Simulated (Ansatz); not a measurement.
**singlet C2H2FSi−: levels of theory compared**

Wanted: a comparison of 6 runs (B3LYP/6-31G*, B2PLYP/def2-SVPD, revPBE/def2-SVPD, wB97M-V/def2-SVPD, wB97X/def2-SVPD) of singlet C2H2FSi−. 

The calculation is run with Ansatz 0.2.0.

46 further runs of the same task are left out: 46 set aside as unsound or not needed.

## 1. The molecule

C2H2FSi−: 6 atoms, total charge -1, spin state singlet. SMILES of the parent species: `C#C[SiH]F`. The shape is that of a PBE0-D4/def2-TZVP optimisation. That shape belongs to the parent species and isn't relaxed for this state.

Bond lengths: C1–C2 1.209 Å, C2–Si3 1.806 Å, Si3–F4 1.599 Å, C1–H5 1.066 Å, Si3–H6 1.485 Å. Angles: C1–C2–Si3 173.2°, C2–Si3–F4 109.8°, C2–C1–H5 179.1°, C2–Si3–H6 111.2°, F4–Si3–H6 108.3°.

## 2. A single-point energy at B3LYP/6-31G(d) (spherical functions) (run 1)

in.yaml reads:

```yaml
crystal:
  periodic: [false, false, false]
  atoms:
    - {symbol: C, position_ang: [0.118100, -0.680000, -1.605700]}
    - {symbol: C, position_ang: [0.120400, -0.213700, -0.490100]}
    - {symbol: Si, position_ang: [0.338300, 0.466700, 1.168800]}
    - {symbol: F, position_ang: [-0.478000, -0.412300, 2.226800]}
    - {symbol: H, position_ang: [0.100300, -1.089200, -2.590300]}
    - {symbol: H, position_ang: [-0.157100, 1.864400, 1.244300]}
basis:
  gaussian: {orbitals: 6-31G_st_-spherical.json}
total_charge: -1
hamiltonian: {xc: {name: B3LYP}}
accuracy: high
output: {orbitals: {seedname: orbitals}}
```

The basis set 6-31G* is read from a file made from the Basis Set Exchange's data (not shown).

Launch:

```bash
ansatz run in.yaml --threads 1 --pin off --max-ram 3480MiB --events-out events.jsonl --progress --plain --runs-dir runs
```

The program printed:

```text
Warning: RAYON_NUM_THREADS=1 ignored (pool sized by the plan → 1); use --threads N
Functional definition: B3LYP
  name "B3LYP"
  parameter a0 = 0.2
  parameter ax = 0.72
  parameter ac = 0.81
  exchange = (1 - a0 - ax)*slater_x + ax*b88_x + a0*exact_x
  correlation = (1 - ac)*vwn_rpa_c + ac*lyp_c
1347 factors; integrals over basis functions are off by at most 3.3e-9 eV
mean field evaluation 1: about -12697.3648 eV, gradient 2.9e1 eV
mean field evaluation 2: about -12696.5542 eV, gradient 3.5e1 eV
mean field evaluation 4: about -12699.5343 eV, gradient 2.1e0 eV
mean field evaluation 8: about -12699.6818 eV, gradient 1.6e-1 eV
mean field evaluation 16: about -12699.6819 eV, gradient 1.2e-5 eV
mean field -12699.68185845 eV, -466.7047001445 hartree, gradient 1.9e-8 eV, S^2 0.000000; 0 other end points of the search recorded, 0 dependent functions left out
reference -12699.68189413 eV, -466.7047014556 hartree; 19, 19 occupied and 45, 45 virtual orbitals, 1347 factors
Total energy: -12699.68189413 eV, -466.7047014556 hartree
```

It took 5.1 s on 1 thread of Arm Neoverse V1, shared host; peak memory 0.17 GiB.

## 3. A single-point energy at B3LYP/6-31G(d) (Cartesian functions) (run 2)

input.yaml reads:

```yaml
crystal:
  periodic: [false, false, false]
  atoms:
    - {symbol: C, position_ang: [0.118100, -0.680000, -1.605700]}
    - {symbol: C, position_ang: [0.120400, -0.213700, -0.490100]}
    - {symbol: Si, position_ang: [0.338300, 0.466700, 1.168800]}
    - {symbol: F, position_ang: [-0.478000, -0.412300, 2.226800]}
    - {symbol: H, position_ang: [0.100300, -1.089200, -2.590300]}
    - {symbol: H, position_ang: [-0.157100, 1.864400, 1.244300]}
basis:
  gaussian:
    orbitals: "6-31G*"
total_charge: -1
magnetization:
  spin_polarized: false
  initial_magnetization: 0
hamiltonian:
  xc: {name: B3LYP}
accuracy: high
output: {orbitals: {seedname: orbitals}}
```

Launch:

```bash
ansatz run input.yaml --threads 1 --pin off --max-ram 3480MiB --events-out events.jsonl --progress --plain --runs-dir runs
```

The program printed, shortened:

```text
Warning: RAYON_NUM_THREADS=1 ignored (pool sized by the plan → 1); use --threads N
[... 7 set-up lines as earlier in the session ...]
1382 factors; integrals over basis functions are off by at most 3.6e-9 eV
mean field evaluation 1: about -12697.5174 eV, gradient 2.9e1 eV
mean field evaluation 2: about -12696.6560 eV, gradient 3.6e1 eV
mean field evaluation 4: about -12699.7183 eV, gradient 2.1e0 eV
mean field evaluation 8: about -12699.8146 eV, gradient 1.3e-1 eV
mean field evaluation 16: about -12699.8146 eV, gradient 1.2e-5 eV
mean field -12699.81460597 eV, -466.7095785259 hartree, gradient 4.2e-8 eV, S^2 0.000000; 0 other end points of the search recorded, 0 dependent functions left out
reference -12699.81464166 eV, -466.7095798376 hartree; 19, 19 occupied and 49, 49 virtual orbitals, 1382 factors
Total energy: -12699.81464166 eV, -466.7095798376 hartree
```

Run time: 5.1 s. Hardware: 1 thread of Arm Neoverse V1, shared host; peak memory 0.18 GiB.

Runs 3 to 5 aren't shown in full; the table further down has their settings and results.

## 4. The energy at wB97X/def2-SVPD (run 6)

run.yaml reads:

```yaml
crystal:
  periodic: [false, false, false]
  atoms:
    - {symbol: C, position_ang: [0.118100, -0.680000, -1.605700]}
    - {symbol: C, position_ang: [0.120400, -0.213700, -0.490100]}
    - {symbol: Si, position_ang: [0.338300, 0.466700, 1.168800]}
    - {symbol: F, position_ang: [-0.478000, -0.412300, 2.226800]}
    - {symbol: H, position_ang: [0.100300, -1.089200, -2.590300]}
    - {symbol: H, position_ang: [-0.157100, 1.864400, 1.244300]}
basis:
  gaussian:
    orbitals: def2-SVPD
total_charge: -1
hamiltonian:
  xc: {name: wB97X}
accuracy: high
output:
  orbitals: {seedname: orbitals}
```

Launch:

```bash
ansatz run run.yaml --threads 1 --pin off --max-ram 3480MiB --events-out events.jsonl --progress --plain --runs-dir runs
```

The program printed, shortened:

```text
Warning: RAYON_NUM_THREADS=1 ignored (pool sized by the plan → 1); use --threads N
Functional definition: wB97X
  name "wB97X"
[...]
      + exact_x_lr(omega)
[...]
      + integral(e_c_pw_opposite_spin*poly(b97_u_opposite, 1, cos1, cos2, cos3, cos4))
1968 factors; integrals over basis functions are off by at most 3.7e-9 eV
439 factors; integrals over basis functions are off by at most 2.2e-9 eV
[...]
mean field -12692.85320104 eV, -466.4537516134 hartree, gradient 5.4e-8 eV, S^2 0.000000; 0 other end points of the search recorded, 0 dependent functions left out
reference -12692.85319753 eV, -466.4537514843 hartree; 19, 19 occupied and 84, 84 virtual orbitals, 1968 factors
Total energy: -12692.85319753 eV, -466.4537514843 hartree
```

Run time: 29 s. Hardware: 1 thread of Arm Neoverse V1, shared host; peak memory 0.51 GiB.

## 5. All runs side by side

```csv
run,level,Cartesian functions,frozen core orbitals,energy (Eh),HOMO energy (eV),LUMO energy (eV),HOMO–LUMO gap (eV),wall time
1,B3LYP/6-31G* (spherical functions),no,–,-466.704701,1.69,5.28,3.59,5.1 s
2,B3LYP/6-31G* (Cartesian functions),yes,–,-466.709580,1.69,5.26,3.57,5.1 s
3,B2PLYP/def2-SVPD,no,8,-466.232730,0.28,5.12,4.84,13 s
4,revPBE/def2-SVPD,no,–,-466.393899,1.81,3.75,1.95,6.9 s
5,wB97M-V/def2-SVPD,no,–,-466.432778,-0.95,5.35,6.29,75 s
6,wB97X/def2-SVPD,no,–,-466.453751,-1.10,6.21,7.32,29 s
```

## 6. What came out

| quantity | value |
| --- | --- |
| run 6: total energy | -466.45375 Eh |
| run 6: HOMO energy | -1.10 eV |
| run 6: LUMO energy | 6.21 eV |
| run 6: HOMO–LUMO gap (to an unbound level, set by the basis) | 7.32 eV |

**Reading.** The HOMO–LUMO gap runs from 1.95 eV (revPBE/def2-SVPD) to 7.32 eV (wB97X/def2-SVPD). The empty levels of an anion lie above zero and hang on the basis. Totals of different functionals can't be ranked against each other. In runs 1, 2, 3, 4 the HOMO lies above zero, so the outermost electron may be held by the basis alone. All runs together took 2.2 min, the longest 75 s.
